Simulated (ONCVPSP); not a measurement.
# Cl: the cost of one run

Method: ONCVPSP 4.0.1.1 (patched build), PBE, scalar-relativistic.

## Step 1: The design

Typed settings, in words:

- element: chlorine (Cl, Z = 17)
- type: optimised norm-conserving Vanderbilt (ONCV)
- frozen core: [He]
- valence charge: 15
- reference configuration: 2s2 2p6 3s2 3p3 (charge +2)
- partial waves: 2s+3s: rc 0.65 bohr, ncon 3, nbas 7, qcut 24.4 1/bohr, 2 projectors; 2p+3p: rc 0.65 bohr, ncon 5, nbas 8, qcut 18.4 1/bohr, 3 projectors, debl 1 Ha; d scattering state at 0.1 Ha: rc 0.65 bohr, ncon 4, nbas 7, qcut 12.9 1/bohr, local
- local potential: the d channel
- core correction: Teter function, fcfact 5.75, rcfact 1.15

An earlier all-electron run gives the scale for the radii.

All-electron outer shells of the reference configuration (PBE, scalar-relativistic, ld1.x):

| shell | level (eV) | outermost node (bohr) | outermost maximum (bohr) |
| --- | --- | --- | --- |
| 1s | -2779.99 | – | 0.06 |
| 2s | -280.59 | 0.12 | 0.36 |
| 2p | -219.61 | – | 0.30 |
| 3s | -44.92 | 0.55 | 1.24 |
| 3p | -31.68 | 0.53 | 1.36 |

## Step 2: The generation run

Cl.dat reads:

```
# ATOM AND REFERENCE CONFIGURATION
# atsym  z   nc   nv     iexc    psfile
  Cl 17.00    1    4        4      upf
#
#   n    l    f
    1    0    2.00
    2    0    2.00
    2    1    6.00
    3    0    2.00
    3    1    3.00
#
# PSEUDOPOTENTIAL AND OPTIMIZATION
# lmax
    2
#
#   l,   rc,      ep,       ncon, nbas, qcut
    0    0.65    0.00    3    7   24.40
    1    0.65    0.00    5    8   18.40
    2    0.65    0.10    4    7   12.90
#
# LOCAL POTENTIAL
# lloc, lpopt,  rc(5),   dvloc0
    2    5    0.65    0.00
#
# VANDERBILT-KLEINMAN-BYLANDER PROJECTORs
# l, nproj, debl
    0    2    1.70
    1    3    1.00
    2    0    0.50
#
# MODEL CORE CHARGE
# icmod, fcfact, rcfact
    3    5.75    1.15
#
# LOG DERIVATIVE ANALYSIS
# epsh1, epsh2, depsh
  -12.00    5.00    0.04
#
# OUTPUT GRID
# rlmax, drl
    6.00    0.01
#
# TEST CONFIGURATIONS
# ncnf
    4
# nvcnf
#   n    l    f
    4
    2    0    2.00
    2    1    6.00
    3    0    2.00
    3    1    5.00
#
    4
    2    0    2.00
    2    1    6.00
    3    0    2.00
    3    1    4.00
#
    4
    2    0    2.00
    2    1    6.00
    3    0    2.00
    3    1    2.00
#
    4
    2    0    2.00
    2    1    6.00
    3    0    1.00
    3    1    6.00
#
```

The run is started by

```bash
$ oncvpsp.x < Cl.dat > Cl.out
```

**Question.** How long does this run take on 1 thread of Neoverse-N1, shared host?

About 6.3 s.
